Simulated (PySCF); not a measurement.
**[Ti2F]+: structure of the quintet**

Aim: relax [Ti2F]+ as a quintet from a PBE0 minimum start, check by its vibrations whether the end is a minimum, and collect its spectrum and constants.

The runs use PySCF 2.14.0; PBE0, basis F def2-SVP, Ti def2-SVP, no relativity, density fitting.

## Step 1: The system as given

3 atoms, charge 1, spin multiplicity 5.

Bond lengths: F1–Ti2 1.959 Å, F1–Ti3 1.959 Å, Ti2–Ti3 2.728 Å. Angles: Ti2–F1–Ti3 88.3°, F1–Ti2–Ti3 45.9°, F1–Ti3–Ti2 45.9°.

Coordinates in bohr (charge 1 multiplicity 5):
```
F     0.0000    0.0000   -2.2174
Ti    2.5776    0.0000    0.4401
Ti   -2.5776    0.0000    0.4401
```

## Step 2: Finding the electronic state

The steps below are one call of a driver around PySCF. For each, scf.py gives the equivalent set-up of the SCF; relaxations use the driver's own optimiser. After this first run the driver tries any further starts and a stability analysis.

The input, scf.py:

```python
from pyscf import gto, scf, dft
mol = gto.M(atom='''
F     -0.000000    -0.000000    -1.173407
Ti     1.364013    -0.000000     0.232871
Ti    -1.364013     0.000000     0.232871''',
    basis={'F': 'def2-SVP', 'Ti': 'def2-SVP'},
    charge=1, spin=4)
mf = dft.UKS(mol, xc='PBE0')
mf.grids.atom_grid = (50, 194)
aux = {'F': 'def2-universal-JKFIT', 'Ti': 'def2-universal-JKFIT'}
mf = mf.density_fit(auxbasis=aux)
mf.conv_tol = 1e-08
mf.diis_space = 10
mf.max_cycle = 60
mf.init_guess = 'minao'
mf.verbose = 4
mf.kernel()
```

Command:

```console
$ OMP_NUM_THREADS=2 python axn.py task.json out
```

The log of the run:

```text
init E= -1797.6603346009
[... the frontier-level lines of each cycle are left out ...]
cycle= 1 E= -1797.51531043335  delta_E= 0.145  |g|= 0.438  |ddm|= 2.06
cycle= 2 E= -1796.88378067453  delta_E= 0.632  |g|= 1.42  |ddm|= 1.55
cycle= 3 E= -1797.64389694641  delta_E= -0.76  |g|= 0.111  |ddm|= 0.815
cycle= 4 E= -1797.65540280102  delta_E= -0.0115  |g|= 0.0505  |ddm|= 0.269
cycle= 5 E= -1797.65901325676  delta_E= -0.00361  |g|= 0.0199  |ddm|= 0.162
cycle= 6 E= -1797.66152319283  delta_E= -0.00251  |g|= 0.0112  |ddm|= 0.182
cycle= 7 E= -1797.6625180396  delta_E= -0.000995  |g|= 0.00843  |ddm|= 0.103
cycle= 8 E= -1797.66333206776  delta_E= -0.000814  |g|= 0.00604  |ddm|= 0.105
cycle= 9 E= -1797.66411338697  delta_E= -0.000781  |g|= 0.00457  |ddm|= 0.124
cycle= 10 E= -1797.66452662742  delta_E= -0.000413  |g|= 0.003  |ddm|= 0.0935
cycle= 11 E= -1797.66469278478  delta_E= -0.000166  |g|= 0.00205  |ddm|= 0.0526
cycle= 12 E= -1797.66477553952  delta_E= -8.28e-05  |g|= 0.00596  |ddm|= 0.0571
cycle= 13 E= -1797.66481093409  delta_E= -3.54e-05  |g|= 0.00164  |ddm|= 0.0147
cycle= 14 E= -1797.66483177157  delta_E= -2.08e-05  |g|= 0.00107  |ddm|= 0.0204
cycle= 15 E= -1797.66484057008  delta_E= -8.8e-06  |g|= 0.000448  |ddm|= 0.0175
cycle= 16 E= -1797.66484346464  delta_E= -2.89e-06  |g|= 0.000169  |ddm|= 0.0116
cycle= 17 E= -1797.66484373476  delta_E= -2.7e-07  |g|= 0.000108  |ddm|= 0.00217
cycle= 18 E= -1797.66484378669  delta_E= -5.19e-08  |g|= 6.42e-05  |ddm|= 0.0012
cycle= 19 E= -1797.66484380329  delta_E= -1.66e-08  |g|= 2.09e-05  |ddm|= 0.000559
cycle= 20 E= -1797.66484380909  delta_E= -5.8e-09  |g|= 2.48e-05  |ddm|= 0.000343
Extra cycle  E= -1797.664843823  delta_E= -1.39e-08  |g|= 4.22e-05  |ddm|= 0.000282
converged SCF energy = -1797.664843823  <S^2> = 6.0055185  2S+1 = 5.0022069
```

This step, with its further starts and checks, needed 64 s of wall time on 2 threads of Arm Neoverse N1, shared host.

Energies from each starting density:

```tsv
start	energy (Eh)
the minimal-basis guess	-1797.664844
a thermally smeared density	-1797.666487
a smeared PBE density	-1797.664844
```

The first run landed in a state that is too high. Following the other starts and the instabilities gains 72.2 kJ/mol (-1797.69233 Eh), and the work goes on from there.

## Step 3: Relaxing the quintet from the PBE0 minimum start

The program finds C2v symmetry in the start, which this walk keeps. Threshold on the gradient: 0.0003 Eh/bohr, with a further test on the energy change.

Edit scf.py of step 2 so:

```diff
@@ -3,3 +3,3 @@
-F     -0.000000    -0.000000    -1.173407
-Ti     1.364013    -0.000000     0.232871
-Ti    -1.364013     0.000000     0.232871''',
+F      0.000000     0.000000    -1.173742
+Ti     1.364013     0.000000     0.232536
+Ti    -1.364013     0.000000     0.232536''',
@@ -15 +14,0 @@
-mf.init_guess = 'minao'
```

Energy and gradient, step by step:

```tsv
step	energy (Eh)	change (kJ/mol)	largest symmetric gradient (Eh/bohr)
0	-1797.692325	0.00	0.00041
1	-1797.692326	0.00	0.00032
2	-1797.692327	-0.01	0.00010
```

The walk took 9.3 s.

End point (C2v, 2 steps, 0.0 kJ/mol gained): F–Ti 1.960 Å (×2), Ti–Ti 2.733 Å; F–Ti–Ti 45.8° (×2), Ti–F–Ti 88.4°.

## Step 4: Is it a minimum? Harmonic modes

The point is checked on the finer grid, and tightened if its gradient asks for it. The Hessian and the dipole derivatives come from central differences of analytic gradients, with steps of 0.02 bohr.

Edit scf.py of step 3 so:

```diff
@@ -3,3 +3,3 @@
-F      0.000000     0.000000    -1.173742
-Ti     1.364013     0.000000     0.232536
-Ti    -1.364013     0.000000     0.232536''',
+F      0.000000     0.000000    -1.173543
+Ti     1.363994     0.000000     0.232842
+Ti    -1.363994     0.000000     0.232842''',
@@ -9 +9 @@
-mf.grids.atom_grid = (50, 194)
+mf.grids.atom_grid = (75, 302)
@@ -12 +12 @@
-mf.conv_tol = 1e-08
+mf.conv_tol = 1e-10
```

This SCF starts from the last density.

SCF at the final geometry:

```text
init E= -1797.69219844998
[... the frontier-level lines of each cycle are left out ...]
cycle= 1 E= -1797.69219844999  delta_E= -1.14e-11  |g|= 1.2e-06  |ddm|= 6.89e-06
Extra cycle  E= -1797.69219845  delta_E= -1.18e-11  |g|= 1.2e-06  |ddm|= 6.73e-06
converged SCF energy = -1797.69219845  <S^2> = 6.007753  2S+1 = 5.0031002
```

The whole step took 2.2 min.

Geometry: C2v; F–Ti 1.959 Å (×2), Ti–Ti 2.728 Å; F–Ti–Ti 45.9° (×2), Ti–F–Ti 88.2°.

Modes, for the most abundant isotopes:

```json
{"ω (cm⁻¹)": "190", "IR (km/mol)": "5.5"}
{"ω (cm⁻¹)": "385", "IR (km/mol)": "5.6"}
{"ω (cm⁻¹)": "525", "IR (km/mol)": "47.2"}
```

All wavenumbers are real: a minimum.

The SCF density has lower symmetry than the nuclear frame, so the modes carry no labels.

Constants and moments:

```yaml
Dipole_moment_about_the_centre_of_mass: 1.92 D
Highest_occupied_level: -9.19 eV
Lowest_empty_level: -6.71 eV
Rotational_constants: 0.5375, 0.09449, 0.08036 cm⁻¹
Zero-point_energy: 6.6 kJ/mol
Principal_polarisabilities: 51.3, 61.8, 158.9 bohr³
Principal_traceless_quadrupole_moments_about_the_centre_of_mass: -14.59, -11.07, 25.67 D Å
Entropy_at_298.15_K_and_1_bar_electronic_part_spin_only: 298.4 J/(mol K)
Heat_capacity_Cp_at_298.15_K: 52.3 J/(mol K)
Enthalpy_at_298.15_K_above_0_K: 12.82 kJ/mol
Rotational_symmetry_number: 2
Spin_squared_⟨S²⟩: 6.008
```

Populations by atom (charges in e):

```tsv
atom	Mulliken	Löwdin	polar tensor	spin (Mulliken)	Mayer order to F1
F1	-0.43	-0.14	-0.34	0.00	–
Ti2,3	0.72	0.57	0.67	2.00	0.51
```

Mulliken populations on F1: s 3.94, p 5.49, d 0.00.

## Step 5: Results

| quantity | value |
| --- | --- |
| minimum | quintet, C2v |
| geometry | F–Ti 1.959 Å (×2), Ti–Ti 2.728 Å; F–Ti–Ti 45.9° (×2), Ti–F–Ti 88.2° |
| wavenumbers (cm⁻¹) | 190, 385, 525 |
| dipole moment (centre of mass) | 1.92 D |
| highest occupied, lowest empty level (either spin) | -9.19, -6.71 eV |
| polar-tensor charge of F1 | -0.34 e |
| zero-point energy | 6.6 kJ/mol |
| entropy at 298.15 K | 298.4 J/(mol K) |
| ⟨S²⟩ | 6.008 |

The molecule stays C2v, as typed, and the end point is a minimum. In the infrared the band at 525 cm⁻¹ leads. The first SCF alone would have been 72 kJ/mol too high. Other starts or spin states, not run here, may lie lower. The SCF density has lower symmetry than the nuclear frame. One determinant may miss the lowest occupation of an open d or f shell.

The search up to here took 3.5 min.
